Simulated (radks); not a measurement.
# Dy³⁵⁺ in [Ar] 3d10 4s2 4p1: an all-electron calculation

Wanted: eigenvalues, radial structure and energy terms of the dysprosium ion Dy35+.

Program: radks (a radial shooting solver on a logarithmic mesh, Libxc functionals) version 1. Level of theory: scalar-relativistic Kohn-Sham, PBE, spin-polarised, spherical densities, finite nucleus; open shells are filled with parallel spins first. These are calculated values, not measurements, unless marked.

### Step 1. Starting point

* element: dysprosium (Z = 66)
* charge: +35
* electrons: 31
* configuration: [Ar] 3d10 4s2 4p1
* nuclear rms radius: 5.2218 fm

Outer shells as boxes (Hund's rule):

Dy³⁵⁺
```
[Ar] core
3d [↑↓][↑↓][↑↓][↑↓][↑↓]
4s [↑↓]
4p [↑ ][  ][  ]
```

### Step 2. Self-consistent calculation

Input:

```text
Z 66
configuration [Ar] 3d10 4s2 4p1 5s0 4d0 5p0 4f0
relativity scalar-relativistic
functional pbe,pbe
spin polarised
nucleus finite rms 5.2218 fm
c 137.035999084
```

The run is started by

```
$ python run_ks.py task.json out
```

This one command runs every case of the session in turn.

What does the calculation give?

As calculated:

```
                        quantity                    value
                    total energy      -11448.7958 hartree
exchange-correlation share of it                   1.83 %
                            −T/E                   1.0832
          highest occupied level        4p up, -1463.3 eV
    most extended occupied level  4p up, <r> = 0.477 bohr
 radius at density 0.001 e/bohr³                1.10 bohr
    maxima of the radial density                        3
         ionisation energy, NIST         1520 (theory) eV
```

**Reading.** 4 principal shells are occupied and 3 maxima appear in the radial density; where shells overlap, one shows as a shoulder or not at all. Relativity lifts −T/E to 1.083. The top level binds by 1463.3 eV, 96 % of the NIST ionisation energy of 1520 eV. Open shells are spherical and high-spin; term and fine-structure splittings are not resolved. Spin-orbit splitting is averaged out at the scalar-relativistic level.
